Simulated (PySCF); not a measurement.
# C5H8NOP: the cost of one run

Computed with PySCF 2.14.0 and routines of our own; the level stands in each step. Atoms count from 0.

## 1. The starting structure

16 atoms, charge 0, multiplicity 1; geometry from: GFN2-xTB.

## 2. Geometry optimisation at PBE0/def2-SV(P)

What the job is given:

```
{"job": {"xc": "PBE0", "basis": "def2-SV(P)", "grid": 1, "kind": "geom"}, "charge": 0, "multiplicity": 1}
C     -1.968306     0.026668     1.019718
P     -1.284365    -0.356802    -0.659939
N     -1.173805     1.286517    -1.184926
C      0.459696    -0.522269    -0.171161
C      1.356048     0.488558     0.282033
C      2.535320    -0.139525     0.516996
O      2.442160    -1.454946     0.246172
C      1.187297    -1.676730    -0.173287
H     -1.415514     0.855068     1.458346
H     -1.883971    -0.857374     1.647925
H     -3.020865     0.291854     0.929589
H     -2.104935     1.660751    -1.346637
H     -0.671992     1.337413    -2.067451
H      1.132305     1.528396     0.400815
H      3.483088     0.221481     0.865645
H      0.920240    -2.680114    -0.440001
```

Command:

```sh
> OMP_NUM_THREADS=1 python excited_run.py task.json out
```

This one command runs all jobs of the session in turn.

Q: Estimate the wall time and peak memory of this first job on 1 thread of Intel Xeon 6975P-C, shared host.

About 38 s, with a peak of 0.61 GiB.
